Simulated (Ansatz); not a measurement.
# Ga16N15: the cost of one run

Program: Ansatz 0.2.0. Level of theory: DFT, PBE, plane-wave PAW, default files, scalar-relativistic, as far as a step names no other. These are calculated values, not measurements.

The COD entry's cell or inner coordinates are ideal or old and differ from later refinements, so a difference from it is no clean test against experiment.

1 further run of the same task is left out (it didn't finish).

## (1) Starting point

The structure is trigonal, space group P3m1 (No. 156). The conventional cell has a = 6.360 Å, b = 6.360 Å, c = 10.332 Å, α = 90.00°, β = 90.00°, γ = 120.00°. Around Ga (site symmetry 3m) lie 3 N at 1.99 Å. Around Ga (site symmetry 3m) lie 4 N at 1.94 to 1.95 Å. Around Ga (site symmetry m) lie 4 N at 1.94 to 1.95 Å. Ga (site symmetry m) has 3 N at 1.94 to 1.95 Å in its first shell of neighbours. Only part of the 15 independent sites is listed.

Structure file:

```
Ga N
1.0
     6.36000    0.00000    0.00000
    -3.18000    5.50792    0.00000
     0.00000    0.00000   10.33200
Ga N
16 15
Direct
  0.16667 0.33333 0.01161
  0.16667 0.33333 0.50000
  0.16667 0.83333 0.00000
  0.16667 0.83333 0.50000
  0.66667 0.33333 0.00000
  0.66667 0.33333 0.50000
  0.66667 0.83333 0.00000
  0.66667 0.83333 0.50000
  0.33333 0.16667 0.25000
  0.33333 0.16667 0.75000
  0.33333 0.66667 0.25000
  0.33333 0.66667 0.75000
  0.83333 0.16667 0.25000
  0.83333 0.16667 0.75000
  0.83333 0.66667 0.25000
  0.83333 0.66667 0.75000
  0.16667 0.33333 0.68750
  0.16667 0.83333 0.18750
  0.16667 0.83333 0.68750
  0.66667 0.33333 0.18750
  0.66667 0.33333 0.68750
  0.66667 0.83333 0.18750
  0.66667 0.83333 0.68750
  0.33333 0.16667 0.43750
  0.33333 0.16667 0.93750
  0.33333 0.66667 0.43750
  0.33333 0.66667 0.93750
  0.83333 0.16667 0.43750
  0.83333 0.16667 0.93750
  0.83333 0.66667 0.43750
  0.83333 0.66667 0.93750
```

The vacant site is at (0.167, 0.333, 0.188) in fractional coordinates of the input's cell.

## (2) Relaxation of the positions

Input file input.yaml:

```yaml
crystal:
  lattice:
    - [6.36, 0.0, 0.0]
    - [-3.18, 5.507921568, 0.0]
    - [0.0, 0.0, 10.332]
  atoms:
    - { symbol: Ga, position: [0.1666666666, 0.3333333334, 0.0116144019], spin: 0.5 }
    - { symbol: Ga, position: [0.1666666666, 0.3333333334, 0.5] }
    - { symbol: Ga, position: [0.1666666666, 0.8333333334, 0.0] }
    - { symbol: Ga, position: [0.1666666666, 0.8333333334, 0.5] }
    - { symbol: Ga, position: [0.6666666666, 0.3333333334, 0.0] }
    - { symbol: Ga, position: [0.6666666666, 0.3333333334, 0.5] }
    - { symbol: Ga, position: [0.6666666666, 0.8333333334, 0.0] }
    - { symbol: Ga, position: [0.6666666666, 0.8333333334, 0.5] }
    - { symbol: Ga, position: [0.3333333334, 0.1666666666, 0.25], spin: 0.5 }
    - { symbol: Ga, position: [0.3333333334, 0.1666666666, 0.75] }
    - { symbol: Ga, position: [0.3333333334, 0.6666666666, 0.25], spin: 0.5 }
    - { symbol: Ga, position: [0.3333333334, 0.6666666666, 0.75] }
    - { symbol: Ga, position: [0.8333333334, 0.1666666666, 0.25], spin: 0.5 }
    - { symbol: Ga, position: [0.8333333334, 0.1666666666, 0.75] }
    - { symbol: Ga, position: [0.8333333334, 0.6666666666, 0.25] }
    - { symbol: Ga, position: [0.8333333334, 0.6666666666, 0.75] }
    - { symbol: "N", position: [0.1666666666, 0.3333333334, 0.6875] }
    - { symbol: "N", position: [0.1666666666, 0.8333333334, 0.1875] }
    - { symbol: "N", position: [0.1666666666, 0.8333333334, 0.6875] }
    - { symbol: "N", position: [0.6666666666, 0.3333333334, 0.1875] }
    - { symbol: "N", position: [0.6666666666, 0.3333333334, 0.6875] }
    - { symbol: "N", position: [0.6666666666, 0.8333333334, 0.1875] }
    - { symbol: "N", position: [0.6666666666, 0.8333333334, 0.6875] }
    - { symbol: "N", position: [0.3333333334, 0.1666666666, 0.4375] }
    - { symbol: "N", position: [0.3333333334, 0.1666666666, 0.9375] }
    - { symbol: "N", position: [0.3333333334, 0.6666666666, 0.4375] }
    - { symbol: "N", position: [0.3333333334, 0.6666666666, 0.9375] }
    - { symbol: "N", position: [0.8333333334, 0.1666666666, 0.4375] }
    - { symbol: "N", position: [0.8333333334, 0.1666666666, 0.9375] }
    - { symbol: "N", position: [0.8333333334, 0.6666666666, 0.4375] }
    - { symbol: "N", position: [0.8333333334, 0.6666666666, 0.9375] }
magnetization:
  spin_polarized: true
total_charge: 1
kpoints:
  mp_grid: { grid: [4, 4, 2] }
scf:
  occupations: { method: fermi_dirac, width: 0.01 }
hamiltonian:
  xc: pbe
  pseudopotentials: { kind: paw }
output:
  forces: true
  stress: true
  populations: true
  efg:
    quadrupole_moments_barn: { Ga: 0.107, "N": 0.02044 }
    contact_densities: true
relax:
  f_tol: 0.03
  max_steps: 40
```

On the command line:

```console
ansatz run input.yaml --threads 4 --pin off --max-ram 10240MiB --backend cpu --events-out ev --progress --plain --runs-dir out
```

Q: Estimate wall time and peak memory on 4 threads of AMD EPYC 7B13 (Zen 3), shared host.

About 74 s, with a peak of 2.2 GiB.
